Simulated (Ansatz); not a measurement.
**CH₄SSn (SMILES [CH2]1[S][SnH2]1): functionals against CCSD(T) at one geometry**

One table from this session's results is given with a row withheld; the runs are named, their logs left out.

Program: Ansatz 0.2.0, Gaussian basis. Level of theory: single points in def2-TZVPP. These are calculated values, not measurements.

Correlated methods freeze the cores. Filled d shells of the heavier atoms are correlated. Core potentials replace the inner electrons past krypton, and spin-orbit coupling is left out.

## Starting geometry

SMILES `[CH2]1[S][SnH2]1`, 7 atoms, charge 0, spin multiplicity 1.

Atoms are counted from 1 here; the program's logs count them from 0.

Bond lengths: C1–S2 1.679 Å, C1–Sn3 2.421 Å, C1–H4 1.141 Å, C1–H5 1.064 Å, S2–Sn3 2.811 Å, Sn3–H6 1.792 Å, Sn3–H7 1.737 Å. Angles: S2–C1–Sn3 84.5°, S2–C1–H4 119.6°, S2–C1–H5 117.5°, Sn3–C1–H4 108.8°, Sn3–C1–H5 107.4°, H4–C1–H5 113.7°, C1–S2–Sn3 59.0°, C1–Sn3–S2 36.5°, C1–Sn3–H6 99.5°, C1–Sn3–H7 99.9°, S2–Sn3–H6 74.6°, S2–Sn3–H7 75.6°, H6–Sn3–H7 94.0°.

Coordinates:

```xyz
7

C    -0.6873   -0.4179   -0.7938
S    -0.1689   -1.4448    0.4299
Sn    0.6364    1.2478    0.3620
H    -1.7741   -0.0728   -0.8176
H    -0.2598   -0.5499   -1.7594
H     0.0785    0.9587    2.0399
H     2.1148    0.3611    0.5708
```

Set-up of the first run:

File run/in.yaml:

```yaml
crystal:
  periodic: [false, false, false]
  atoms:
    - {symbol: C, position_ang: [-0.687300, -0.417900, -0.793800]}
    - {symbol: S, position_ang: [-0.168900, -1.444800, 0.429900]}
    - {symbol: Sn, position_ang: [0.636400, 1.247800, 0.362000]}
    - {symbol: H, position_ang: [-1.774100, -0.072800, -0.817600]}
    - {symbol: H, position_ang: [-0.259800, -0.549900, -1.759400]}
    - {symbol: H, position_ang: [0.078500, 0.958700, 2.039900]}
    - {symbol: H, position_ang: [2.114800, 0.361100, 0.570800]}
basis:
  gaussian: {orbitals: def2-TZVPP}
correlation: {method: ccsd_t}
output: {forces: true}
```

Run with:

```console
$ ansatz run in.yaml --threads 4 --pin off --events-out ev --progress --plain --max-ram 5222MiB
```

Steps of the session up to this table: CCSD(T)/def2-TZVPP; PBE0-D4/def2-TZVPP; wB97M-V/def2-TZVPP; r2SCAN-D4/def2-TZVPP; PBE-D4/def2-TZVPP; r2SCAN0-D4/def2-TZVPP; r2SCANh-D4/def2-TZVPP.

One table of the session follows, with a row left open; its other results are not shown here.

| method | RMS force component (eV/Å) | angle to CCSD(T) forces (°) | dipole (D) |
| --- | --- | --- | --- |
| CCSD(T) | 0.684 | reference | 2.26 |
| PBE0-D4 | 0.663 | 14.7 | 2.41 |
| wB97M-V | 0.681 | 21.3 | 2.26 |
| r2SCAN-D4 | 0.655 | 8.9 | 2.43 |
| PBE-D4 | 0.624 | 14.8 | 2.38 |
| r2SCAN0-D4 | 0.701 | 17.8 | 2.43 |
| r2SCANh-D4 | ? | ? | ? |

Q: Estimate the row for r2SCANh-D4 from the others.

Worked estimate for «RMS force component (eV/Å)». Against the share of exact exchange, r2SCAN-D4 (0, 0.655), r2SCAN0-D4 (0.25, 0.701) give a slope of 0.184 per unit share; at 0.1 the line stands at 0.673.

**Answer.** RMS force component (eV/Å): 0.670; angle to CCSD(T) forces (°): 12.0; dipole (D): 2.43. In «RMS force component (eV/Å)» the line misses by +0.003.

Caveats from the session: CCSD(T) in triple zeta still lacks some correlation energy of the bonds, so part of these gaps is its own basis error and they don't rank the functionals.
